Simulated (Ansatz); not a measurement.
# AlCdO2: from a guess to a relaxed structure

Aim: relax a trial structure of AlCdO2 and see where it ends.

Method: DFT PBE, scalar-relativistic, plane waves, PAW, in Ansatz 0.2.0.

## Step 1: The system as given

Symmetry: R-3m, No. 166, trigonal system. Conventional cell: a = 3.221 Å, b = 3.221 Å, c = 15.790 Å, α = 90.00°, β = 90.00°, γ = 120.00°. Al (site symmetry -3m) has 6 O at 2.12 Å as nearest neighbours. Cd (site symmetry -3m) has 6 O at 2.46 Å as nearest neighbours. O (site symmetry 3m) has 3 Al at 2.12 Å and 3 Cd at 2.46 Å as nearest neighbours.

As a file:

```cif
data_structure
_symmetry_space_group_name_H-M 'R-3m:H'
_symmetry_Int_Tables_number 166
_cell_length_a 3.2212
_cell_length_b 3.2212
_cell_length_c 15.7901
_cell_angle_alpha 90.000
_cell_angle_beta 90.000
_cell_angle_gamma 120.000
_cell_volume 141.89
loop_
_atom_site_label
_atom_site_type_symbol
_atom_site_symmetry_multiplicity
_atom_site_Wyckoff_symbol
_atom_site_fract_x
_atom_site_fract_y
_atom_site_fract_z
_atom_site_occupancy
Al1 Al 3 b 0.66667 0.33333 0.83333 1
Cd1 Cd 3 a 0.00000 0.00000 0.00000 1
O1 O 6 c 0.00000 0.00000 0.76848 1
```

The cell is invented: close-packed anion layers stacked AB|C, with sites between them filled layer by layer (R-3m, No. 166). The dimensions are guesses.

## Step 2: The guess as it stands, on a coarse mesh

Input file input.yaml:

```yaml
crystal:
  lattice:
    - [1.61059061, 0.92987492, 5.26336444]
    - [-1.61059061, 0.92987492, 5.26336444]
    - [0.0, -1.85974985, 5.26336444]
  atoms:
    - { symbol: Al, position: [0.5, 0.5, 0.5] }
    - { symbol: Cd, position: [0.0, 0.0, 0.0] }
    - { symbol: O, position: [0.76847876, 0.76847876, 0.76847876] }
    - { symbol: O, position: [0.23152124, 0.23152124, 0.23152124] }
basis:
  ecutwfc: 420
kpoints:
  mp_grid: { grid: [6, 6, 6] }
hamiltonian:
  xc: pbe
scf:
  occupations: { method: gaussian, width: 0.1 }
  lower_state_search: "off"
output:
  forces: true
  stress: true
  eigenvalues: true
```

The run is started by

```
$ ansatz run input.yaml --threads 1 --pin off --max-ram 2048MiB --backend cpu --events-out ev --progress --plain --runs-dir out
```

The log of the run (excerpt; [...] marks lines left out):

```text
Warning: RAYON_NUM_THREADS=1 ignored (pool sized by the plan → 1); use --threads N
[...]
Pseudopotentials: kind: paw
Pseudopotential: Al, paw, valence charge 3, recommended cutoff 420 eV (normal), Al.paw.azcp
Pseudopotential: Cd, paw, valence charge 20, recommended cutoff 420 eV (normal), Cd.paw.azcp
Pseudopotential: O, paw, valence charge 6, recommended cutoff 420 eV (normal), O.paw.azcp
Functional definition: PBE
[...]
Crystal: 4 atoms, lattice volume = 47.296 Å³
Basis set: ecut = 420 eV, 923 PW (Γ), FFT grids on a1−a3, a2−a3, a3, exchange–correlation on 48×48×80 points (8 copies of the dense FFT grid, shifted against one another)
Bands: 22, of which v1, the nominal top of the filled ones, is band 18 counted from 1 (17 counted from 0)
[...]
SCF converged after 6 iterations
Free energy (F): -9927.779303 eV
[...]
E sigma→0 (E₀):  -9927.778107 eV
Entropy (-TS):   -0.002393 eV (-0.598 meV/atom)
Fermi energy:    13.461722 eV
[...]
--- Forces (eV/Å), atoms counted from 1 ---
  atom   1  Al    -0.00000000     0.00000000     0.00000000
  atom   2  Cd    -0.00000000     0.00000000     0.00000000
  atom   3  O      0.00000000    -0.00000000     2.25345717
  atom   4  O     -0.00000000     0.00000000    -2.25345717
[...]
--- Stress (GPa, compression-positive) ---
      -11.812633       0.000000       0.000000
        0.000000     -11.812633      -0.000000
        0.000000      -0.000000      15.224863
  P = ⅓ Tr σ = -2.8001 GPa (-28.001 kbar)
--- Band table (eV; the first three rows and the last of 32) ---
[... band rows left out ...]
[...]
```

It took 2.9 s on 1 thread of Intel Xeon Platinum 8259CL at 2.50GHz (Skylake/Cascade Lake), shared host; peak memory 0.38 GiB.

Read-out: pressure -2.8 GPa, largest force 2.25 eV/Å, gap on this mesh none (metal). A cheap, loose relaxation comes first.

## Step 3: Spin check on a coarse mesh

input.yaml: that of step 2 with these lines changed.

```diff
@@ -8,4 +8,4 @@
     - { symbol: Cd, position: [0.0, 0.0, 0.0] }
-    - { symbol: O, position: [0.76847876, 0.76847876, 0.76847876] }
-    - { symbol: O, position: [0.23152124, 0.23152124, 0.23152124] }
+    - { symbol: O, position: [0.76847876, 0.76847876, 0.76847876], spin: 1.0 }
+    - { symbol: O, position: [0.23152124, 0.23152124, 0.23152124], spin: 1.0 }
 basis:
@@ -23 +23,4 @@
   eigenvalues: true
+  populations: true
+magnetization:
+  spin_polarized: true
```

The run is started by

```
$ ansatz run input.yaml --threads 1 --pin off --max-ram 2048MiB --backend cpu --events-out ev --progress --plain --runs-dir out
```

The log of the run (excerpt; [...] marks lines left out):

```text
[...]
SCF converged after 16 iterations
Magnetization: -0.0000 μB (17.5000 up, 17.5000 down)
Absolute magnetization: 0.0000 μB (∫|ρ↑−ρ↓|, with the PAW one-centre terms)
Spin contamination: 0.0000 ħ² per cell (⟨S²⟩ above its minimum at these occupations)
[...]
        0.000000     -11.812629      -0.000000
        0.000000      -0.000000      15.224710
  P = ⅓ Tr σ = -2.8002 GPa (-28.002 kbar)
--- Band table (eV; the first three rows and the last of 64) ---
[... band rows left out ...]
[...]
--- Löwdin populations: 4 sites ---
  site symbol       q [e]    m [muB]
     0     Al      2.1301     0.0000
     1     Cd     18.8351    -0.0000
     2      O      6.8971    -0.0000
     3      O      6.8971    -0.0000
  spilling = 0.006876 (of n_electrons = 35.000000)
```

Run time: 8.6 s. Hardware: 1 thread of Intel Xeon Platinum 8259CL at 2.50GHz (Skylake/Cascade Lake), shared host; peak memory 0.39 GiB.

Per atom:

```
atom  Löwdin electrons
 Al1              2.13
 Cd2             18.84
  O3              6.90
  O4              6.90
```

The Löwdin counts miss 0.24 of the 35 electrons, which the atomic orbitals do not span, so they are no charges.

The same cell is solved with trial moments on O. The largest site moment that stays is 0.00 μB and the cell's total 0.00 μB. The workflow keeps spin only above 0.25 μB on a site, so the next run goes without spin.

[end of part 1 of 3]
